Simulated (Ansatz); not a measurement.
# Zr2Ir: further runs on the relaxed cell

The task here is to estimate one member of a computed series from the others.

Computed with Ansatz 0.2.0 (DFT r2SCAN, scalar-relativistic, plane waves, PAW, unless a step's input says otherwise).

1 further run of the same task is left out (set aside as unsound or not needed).

## Starting point

It takes space group I4/mcm (No. 140, tetragonal). Conventional cell: a = 6.504 Å, b = 6.504 Å, c = 5.779 Å, α = 90.00°, β = 90.00°, γ = 90.00°. Zr (site symmetry m2m) is surrounded by 4 Ir at 2.80 Å and 3 Zr at 3.20 to 3.21 Å. Around Ir (site symmetry 422) lie 8 Zr at 2.80 Å and 2 Ir at 2.89 Å.

Structure file:

```
Zr Ir
1.0
    -3.25180    3.25180    2.88936
     3.25180   -3.25180    2.88936
     3.25180    3.25180   -2.88936
Zr Ir
4 2
Direct
  0.67374 0.17374 0.84748
  0.32626 0.82626 0.15252
  0.82626 0.67374 0.50000
  0.17374 0.32626 0.50000
  0.75000 0.75000 0.00000
  0.25000 0.25000 0.00000
```

It goes back to an entry of the Materials Project, which need not be the stable form.

It is the result of an earlier relaxation at this level (volume 20.37 Å³/atom; gap on the mesh: none (metal)).

The first run:

The input, input.yaml:

```yaml
crystal:
  lattice:
    - [-3.218947304, 3.218947304, 2.8601688592]
    - [3.218947304, -3.218947304, 2.8601688592]
    - [3.218947304, 3.218947304, -2.8601688592]
  atoms:
    - { symbol: Zr, position: [0.6737403904, 0.1737403904, 0.8474807809] }
    - { symbol: Zr, position: [0.3262596096, 0.8262596096, 0.1525192191] }
    - { symbol: Zr, position: [0.8262596096, 0.6737403904, 0.5] }
    - { symbol: Zr, position: [0.1737403904, 0.3262596096, 0.5] }
    - { symbol: Ir, position: [0.75, 0.75, 0.0] }
    - { symbol: Ir, position: [0.25, 0.25, 0.0] }
basis:
  ecutwfc: 500
kpoints:
  mp_grid: { grid: [8, 8, 8] }
hamiltonian:
  xc: r2scan
scf:
  occupations: { method: gaussian, width: 0.1 }
output:
  forces: true
  stress: true
  eigenvalues: true
relax:
  adjacent_minimum: "off"
  f_tol: 0.01
  max_steps: 30
  cell: { stress_tol: 0.1, fix: [volume] }
```

Command:

```bash
> ansatz run input.yaml --threads 2 --pin off --max-ram 5120MiB --backend cpu --events-out ev --progress --plain --runs-dir out
```

Among the steps run: Point at V/V0 = 0.97; The cell scaled to 1.03 of its volume; The cell scaled to 0.94 of its volume; Volume × 1.06; Volume × 0.91; Volume × 1.10; The cell scaled to 0.88 of its volume.

One table of the session follows, with a row left open; its other results are not shown here.

It belongs to the step «Energy against volume». 

| volume (Å³/atom) | energy above the lowest point (meV/atom) | pressure (GPa) |
| --- | --- | --- |
| 17.924 | 149.2 | 21.59 |
| 18.535 | 79.9 | 14.95 |
| 19.146 | 34.0 | 9.22 |
| 19.757 | 8.5 | 4.28 |
| 20.368 | 0.0 | 0.02 |
| 20.979 | ? | ? |
| 21.590 | 29.1 | -7.38 |
| 22.405 | 77.1 | -11.26 |

Estimate the missing values for volume (Å³/atom) = 20.979.

Worked estimate for «energy above the lowest point (meV/atom)». A straight line through the neighbours (20.368, 0.0) and (21.590, 29.1) gives 0.0 + (29.1 − 0.0) × (20.979 − 20.368) / (21.590 − 20.368) = 14.5; a parabola fitted to 4 rows on both sides gives 7.7.

As computed: energy above the lowest point (meV/atom): 7.3; pressure (GPa): -3.92. In «energy above the lowest point (meV/atom)» the line misses by +7.2 and the parabola by +0.4.
